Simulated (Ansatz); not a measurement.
# Al2GaH (singlet): the correlation ladder, cc-pVTZ

One table from this session's results is given with a row withheld; the runs are named, their logs left out.

Method: cc-pVTZ, core rule «outside noble gas», up to 24 orbitals frozen; program: Ansatz 0.2.0, Gaussian basis.

To be run: UHF; CCSD(T) on RHF; CCSD(T) on UHF; BCCD(T) on RHF; CCSDT(Q) on RHF; CCSDT(Q) on UHF.

7 further runs of the same task are left out: 1 that didn't finish, 6 set aside as unsound or not needed. Runs told in other sessions of the task aren't counted.

### What is computed

The geometry is a PBE0/def2-TZVP stationary point (not a proven minimum) of the parent state, kept for this charge and spin. No spin-orbit coupling is included. The filled d shell of Ga may be among the frozen orbitals whatever the setting's name suggests.

4 atoms, charge 0, spin multiplicity 1.

Atoms are counted from 1 here; the program's logs count them from 0.

Bond lengths: Al1–Al2 2.585 Å, Al1–H4 1.925 Å, Al2–Ga3 2.597 Å, Al2–H4 1.870 Å. Angles: Al2–Al1–H4 46.2°, Al1–Al2–Ga3 98.6°, Al1–Al2–H4 48.0°, Ga3–Al2–H4 50.7°, Al1–H4–Al2 85.9°.

Set-up of the first run:

in.yaml

```yaml
crystal:
  periodic: [false, false, false]
  atoms:
    - {symbol: Al, position_ang: [0.000000, 0.651584, 2.580537]}
    - {symbol: Al, position_ang: [0.000000, -1.242085, 0.821113]}
    - {symbol: Ga, position_ang: [0.000000, 0.219542, -1.325862]}
    - {symbol: H, position_ang: [0.000000, 0.620606, 0.656125]}
basis:
  gaussian: {orbitals: cc-pVTZ}
magnetization: {spin_polarized: true, initial_magnetization: 0}
hamiltonian: {xc: hf}
output: {orbitals: {seedname: orbitals}}
```

Launch:

```bash
> ansatz run in.yaml --threads 1 --pin off --events-out ev --progress --plain --max-ram 4096MiB --backend cpu
```

Among the steps run: UHF; CCSD(T) on RHF; CCSD(T) on UHF; BCCD(T) on RHF; CCSDT(Q) on RHF; CCSDT(Q) on UHF.

One of the session's tables, all rows but one given; the rest of the session is left out.

It belongs to the step «Misses and costs». 

```
   method  from RCCSDT(Q) (meV)
      UHF               +6205.5
     RMP2               +1406.4
     UMP2               +1517.9
    RCCSD                +714.1
    UCCSD                     ?
 RCCSD(T)                +123.5
 UCCSD(T)                  +2.2
  BCCD(T)                +119.2
   RCCSDT                 +87.6
   UCCSDT                 -98.4
RCCSDT(Q)                     0
UCCSDT(Q)                -158.1
```

Estimate the missing values for UCCSD.

The run gave: from RCCSDT(Q) (meV): +386.5. In the column «from RCCSDT(Q) (meV)» it lies between RCCSD(T) (+123.5) and RCCSD (+714.1).

Left out of the table: RHF (another determinant or state than the rows shown).

Caveats from the session: The determinant of HF (⟨S²⟩ 1.33) is far from a pure spin state, so its energy mixes those of several spin states; that is harmless only where they are near-degenerate. The determinant of CCSD(T) (⟨S²⟩ 1.24) is far from a pure spin state, so its energy mixes those of several spin states; high orders of coupled cluster remove much of that, low ones don't. The determinant of CCSDT(Q) (⟨S²⟩ 1.24) is far from a pure spin state, so its energy mixes those of several spin states; high orders of coupled cluster remove much of that, low ones don't. The program flags UCCSD(T), UCCSDT(Q) as in doubt, so read those rows with care; the flags are large difference. Warnings: restricted reference is unstable; spin contamination; coupled cluster took another determinant than the lowest; large T1 diagnostic. Restricted and unrestricted rows rest on different reference determinants; a gap between their highest levels can come from leftover correlation error, from unlike frozen cores or from another state.
